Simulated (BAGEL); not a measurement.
# BSiH4O2F (SMILES OB(F)O[SiH3]): a chain of runs

Wanted: a single-point energy (HF/cc-pVDZ), then a single-point energy (NEVPT2(2,2)/cc-pVDZ), then the energy (CASPT2(2,2)/cc-pVDZ) of BSiH4O2F. 

The calculation is run with BAGEL 1.2.2.

1 further run of the same task is left out (set aside as unsound or not needed).

## 1. Starting point

BSiH4O2F: 9 atoms, total charge 0, spin state singlet. As SMILES, `OB(F)O[SiH3]`. The shape is that of a PBE0-D4/def2-TZVP optimisation. This is one conformer, not always the lowest.

Bond lengths: O1–B2 1.359 Å, B2–F3 1.334 Å, B2–O4 1.348 Å, O4–Si5 1.655 Å, O1–H6 0.960 Å, Si5–H7 1.480 Å, Si5–H8 1.484 Å, Si5–H9 1.484 Å. Some angles: O1–B2–F3 120.0°, O1–B2–O4 121.1°, F3–B2–O4 118.9°, B2–O4–Si5 131.9°, B2–O1–H6 113.4°, O4–Si5–H7 106.4°, O4–Si5–H8 110.2°, O4–Si5–H9 110.2°, H7–Si5–H8 110.1°, H7–Si5–H9 110.1°.

## 2. The energy at HF/cc-pVDZ (density fitting with svp-jkfit) (run 1)

File input.json:

```json
{ "bagel" : [

{
  "title" : "molecule",
  "basis" : "cc-pvdz.json",
  "df_basis" : "svp-jkfit",
  "angstrom" : false,
  "geometry" : [
    { "atom" : "O", "xyz" : [    -3.05021261,     1.05200864,     0.74455209 ] },
    { "atom" : "B", "xyz" : [    -0.74719771,     2.18660210,     0.66650640 ] },
    { "atom" : "F", "xyz" : [    -0.52402105,     4.63134079,     1.24325082 ] },
    { "atom" : "O", "xyz" : [     1.33962685,     0.88231313,     0.01171630 ] },
    { "atom" : "Si", "xyz" : [     1.76538215,    -2.10685566,    -0.80313360 ] },
    { "atom" : "H", "xyz" : [    -4.38889459,     2.17299418,     1.23606986 ] },
    { "atom" : "H", "xyz" : [     4.50113866,    -2.40732211,    -1.30561178 ] },
    { "atom" : "H", "xyz" : [     0.29196269,    -2.69777302,    -3.11389071 ] },
    { "atom" : "H", "xyz" : [     0.97925608,    -3.80023924,     1.28841527 ] }
  ]
},

{
  "title" : "hf"
},

{
  "title" : "print",
  "file" : "orbitals.molden",
  "orbitals" : true
}

]}
```

The basis set cc-pVDZ is read from a file made from the Basis Set Exchange's data (not shown).

The run is started by

```console
$ BAGEL_NUM_THREADS=1 BAGEL input.json > input.out
```

Standard output:

```text
* using 1 threads per process

  ===============================================================
  ===============================================================

  *** Geometry ***

  { "atom" : "O", "xyz" : [     -3.050213,      1.052009,      0.744552 ] },
  { "atom" : "B", "xyz" : [     -0.747198,      2.186602,      0.666506 ] },
  { "atom" : "F", "xyz" : [     -0.524021,      4.631341,      1.243251 ] },
  { "atom" : "O", "xyz" : [      1.339627,      0.882313,      0.011716 ] },
  { "atom" : "Si", "xyz" : [      1.765382,     -2.106856,     -0.803134 ] },
  { "atom" : "H", "xyz" : [     -4.388895,      2.172994,      1.236070 ] },
  { "atom" : "H", "xyz" : [      4.501139,     -2.407322,     -1.305612 ] },
  { "atom" : "H", "xyz" : [      0.291963,     -2.697773,     -3.113891 ] },
  { "atom" : "H", "xyz" : [      0.979256,     -3.800239,      1.288415 ] },

  Number of auxiliary basis functions:      506

  Since a DF basis is specified, we compute 2- and 3-index integrals:
    o Being stored without compression. Storage requirement is 0.036 GB

  Number of basis functions:       94
  Number of electrons      :       48

    * METHOD: MOLECULE                             0.23

  *** RHF ***

  === Nuclear Repulsion ===
   222.1061344932

      * DIIS with orbital gradients will be used.

  === RHF iteration (cc-pvdz.json) ===
      0       -565.02214404          0.01653762           0.07
      1       -565.23885673          0.01089890           0.07
      2       -565.33530967          0.00114180           0.07
      3       -565.33655919          0.00036161           0.07
      4       -565.33667318          0.00009210           0.07
      5       -565.33668164          0.00001818           0.07
      6       -565.33668201          0.00000539           0.07
      7       -565.33668205          0.00000145           0.07
      8       -565.33668206          0.00000063           0.07
      9       -565.33668206          0.00000019           0.07
     10       -565.33668206          0.00000007           0.07
     11       -565.33668206          0.00000002           0.07
     12       -565.33668206          0.00000001           0.07
    * SCF iteration converged.

    * Permanent dipole moment:
           (    0.521133,     0.265801,    -0.015775) a.u.

    * METHOD: HF                                   1.03

    * METHOD: PRINT                                0.02

  ===============================================================
```

Wall time 1.4 s (1 thread of Arm Neoverse V2, shared host); peak memory 0.15 GiB.

## 3. The energy at NEVPT2(2,2)/cc-pVDZ (density fitting with svp-jkfit) (run 2)

File input.json:

```json
{ "bagel": [

{
  "title": "molecule",
  "basis": "cc-pvdz.json",
  "df_basis": "svp-jkfit",
  "angstrom": "false",
  "geometry": [
    { "atom": "O", "xyz": [    -3.05021261,     1.05200864,     0.74455209 ] },
    { "atom": "B", "xyz": [    -0.74719771,     2.18660210,     0.66650640 ] },
    { "atom": "F", "xyz": [    -0.52402105,     4.63134079,     1.24325082 ] },
    { "atom": "O", "xyz": [     1.33962685,     0.88231313,     0.01171630 ] },
    { "atom": "Si", "xyz": [     1.76538215,    -2.10685566,    -0.80313360 ] },
    { "atom": "H", "xyz": [    -4.38889459,     2.17299418,     1.23606986 ] },
    { "atom": "H", "xyz": [     4.50113866,    -2.40732211,    -1.30561178 ] },
    { "atom": "H", "xyz": [     0.29196269,    -2.69777302,    -3.11389071 ] },
    { "atom": "H", "xyz": [     0.97925608,    -3.80023924,     1.28841527 ] }
  ]
},

{
  "title": "hf"
},

{
  "title": "nevpt2",
  "nstate": 1,
  "nact": 2,
  "nclosed": 23,
  "active": [11, 45],
  "maxiter": 200,
  "natocc": "true",
  "ncore": 9
},

{
  "title": "print",
  "file": "orbitals.molden",
  "orbitals": "true"
}

]}
```

The basis set cc-pVDZ is read from a file made from the Basis Set Exchange's data (not shown).

The run is started by

```console
$ BAGEL_NUM_THREADS=1 BAGEL input.json > input.out
```

Standard output:

```text
* using 1 threads per process

  ===============================================================
  ===============================================================

  *** Geometry ***

  { "atom" : "O", "xyz" : [     -3.050213,      1.052009,      0.744552 ] },
  { "atom" : "B", "xyz" : [     -0.747198,      2.186602,      0.666506 ] },
  { "atom" : "F", "xyz" : [     -0.524021,      4.631341,      1.243251 ] },
[... 5 lines of this table left out ...]
  { "atom" : "H", "xyz" : [      0.979256,     -3.800239,      1.288415 ] },

  Number of auxiliary basis functions:      506

  Since a DF basis is specified, we compute 2- and 3-index integrals:
    o Being stored without compression. Storage requirement is 0.036 GB

[... 18 lines left out ...]
    * SCF iteration converged.
[... 1 line left out ...]
    * Permanent dipole moment:
[... 28 lines left out ...]
    * Second-order optimization converged. *

     guess   0:   closed 1.                   open ..

  === FCI iteration ===

      0  0      -565.33658618     9.93e-02      0.00
      1  0      -565.35156047     1.52e-03      0.00
      2  0 *    -565.35156666     7.36e-16      0.00

     * ci vector, state   0, <S^2> = 0.0000
       2.     0.9971681705
       .2    -0.0752039869

  === DF-NEVPT2 calculation ===

    * 3-index integral transformation done
    * assembly done

      NEVPT2 correlation energy:   -0.7115646618      0.24

          (+0)     -0.6200203542
          (+0)'    -0.0406930589
          (+1)     -0.0095758970
          (+1)'    -0.0000000000
          (+2)     -0.0003586044
          (-1)     -0.0352740040
          (-1)'     0.0000000000
          (-2)     -0.0056427434

      NEVPT2 total energy:       -566.0631313210

    * METHOD: NEVPT2                               6.03

    * METHOD: PRINT                                0.02

  ===============================================================
```

It took 7.5 s on 1 thread of Arm Neoverse V2, shared host; peak memory 0.15 GiB.

## 4. A single-point energy at CASPT2(2,2)/cc-pVDZ (density fitting with svp-jkfit) (run 3)

Edit input.json of step 3 so:

```diff
@@ -6,3 +6,2 @@
   "df_basis": "svp-jkfit",
-  "angstrom": "false",
   "geometry": [
@@ -20,22 +19,9 @@
 
-{
-  "title": "hf"
-},
+{ "title": "hf" },
 
-{
-  "title": "nevpt2",
-  "nstate": 1,
-  "nact": 2,
-  "nclosed": 23,
-  "active": [11, 45],
-  "maxiter": 200,
-  "natocc": "true",
-  "ncore": 9
-},
+{ "title": "casscf", "nstate": 1, "nact": 2, "nclosed": 23, "active": [11, 45], "maxiter": 200, "natocc": "true" },
 
-{
-  "title": "print",
-  "file": "orbitals.molden",
-  "orbitals": "true"
-}
+{ "title": "print", "file": "orbitals.molden", "orbitals": "true" },
+
+{ "title": "smith", "method": "caspt2", "ms": "true", "xms": "true", "sssr": "true", "shift": 0.2, "shift_imag": "true", "ncore": 9 }
```

The basis set cc-pVDZ is read from a file made from the Basis Set Exchange's data (not shown).

The run is started by

```console
$ BAGEL_NUM_THREADS=1 BAGEL input.json > input.out
```

Standard output:

```text
* using 1 threads per process

  ===============================================================
  ===============================================================

  *** Geometry ***

  { "atom" : "O", "xyz" : [     -3.050213,      1.052009,      0.744552 ] },
  { "atom" : "B", "xyz" : [     -0.747198,      2.186602,      0.666506 ] },
  { "atom" : "F", "xyz" : [     -0.524021,      4.631341,      1.243251 ] },
[... 5 lines of this table left out ...]
  { "atom" : "H", "xyz" : [      0.979256,     -3.800239,      1.288415 ] },

  Number of auxiliary basis functions:      506

  Since a DF basis is specified, we compute 2- and 3-index integrals:
    o Being stored without compression. Storage requirement is 0.036 GB

[... 18 lines left out ...]
    * SCF iteration converged.
[... 1 line left out ...]
    * Permanent dipole moment:
[... 27 lines left out ...]
    * Second-order optimization converged. *
[... 9 lines left out ...]
     * ci vector, state   0, <S^2> = 0.0000
[... 16 lines left out ...]
    * Zeroth order energy : state  0       -1.6926552381
[... 4 lines left out ...]
       #      aibj      arbs      arbi      airj      risj      airs      arst      rist         Etot      error   time
[... 2 lines left out ...]
       0  -0.62060  -0.00660  -0.03613  -0.01107  -0.00049  -0.03563  -0.00000  -0.00000   -0.7105063  0.0025037   0.12
       1  -0.62123  -0.00671  -0.03644  -0.01138  -0.00053  -0.03684  -0.00000  -0.00000   -0.7131340  0.0004565   0.10
       2  -0.62131  -0.00671  -0.03641  -0.01140  -0.00054  -0.03689  -0.00000  -0.00000   -0.7132681  0.0000880   0.11
       3  -0.62130  -0.00671  -0.03640  -0.01139  -0.00054  -0.03692  -0.00000  -0.00000   -0.7132718  0.0000175   0.11
       4  -0.62130  -0.00671  -0.03640  -0.01139  -0.00054  -0.03692  -0.00000  -0.00000   -0.7132720  0.0000040   0.11
       5  -0.62130  -0.00671  -0.03640  -0.01139  -0.00054  -0.03692   0.00000  -0.00000   -0.7132720  0.0000009   0.11

      ------------------------------------------------------------------------------------------------------------------

    * CASPT2 energy : state  0     -566.0672484820
        w/o shift correction       -566.0648386577
        reference weight              0.8409944717

    * METHOD: SMITH                                0.94

  ===============================================================
```

Wall time 8.1 s (1 thread of Arm Neoverse V2, shared host); peak memory 0.3 GiB.

## 5. Summary of results

```
                                quantity          value
         run 1, HF/cc-pVDZ: total energy  -565.33668 Eh
        run 1, HF/cc-pVDZ: dipole moment         1.49 D
          run 1, HF/cc-pVDZ: HOMO energy      -12.70 eV
          run 1, HF/cc-pVDZ: LUMO energy        3.93 eV
        run 1, HF/cc-pVDZ: HOMO–LUMO gap       16.63 eV
run 2, NEVPT2(2,2)/cc-pVDZ: total energy  -566.06313 Eh
run 3, CASPT2(2,2)/cc-pVDZ: total energy  -566.06725 Eh
```
